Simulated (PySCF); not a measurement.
NGaH6, in a box:

```
CELL_PARAMETERS angstrom
13.00000 0.00000 0.00000
0.00000 12.00000 0.00000
0.00000 0.00000 13.00000
ATOMIC_POSITIONS crystal
N 0.45564 0.49641 0.42521
Ga 0.50798 0.52197 0.58042
H 0.45401 0.56947 0.38615
H 0.38378 0.46366 0.42469
H 0.50299 0.44334 0.38734
H 0.42165 0.60625 0.61643
H 0.61822 0.57056 0.55513
H 0.50074 0.39725 0.61908
```

Base run:

| Property | Result |
| --- | --- |
| Program | PySCF 2.14.0 |
| Functional | PBE0 |
| Dispersion | D3(BJM) |
| Potentials or basis | def2-svp (all-electron) |
| k mesh | 1 × 1 × 1 |
| Occupations | fixed |
| Spin | no spin polarisation |

Its results: gap between the frontier levels 7.66 eV.

Q: After a change of settings the same cell gave: gap between the frontier levels 9.52 eV. Which change was it?
A. functional from PBE0 to X3LYP; dispersion from D3(BJM) to D3(BJ)
B. functional from PBE0 to M06-2X; dispersion from D3(BJM) to D3
C. functional from PBE0 to OLYP; dispersion from D3(BJM) to D4

A: B.

Caveats: this is a molecule in a periodic box at the Γ point, so its band gap is the HOMO-LUMO gap; relativity is left out, which matters for the heavier elements; the basis of atomic orbitals isn't converged, which shifts pressures, moduli and gaps.

Runs at the PBE level aren't shown here.
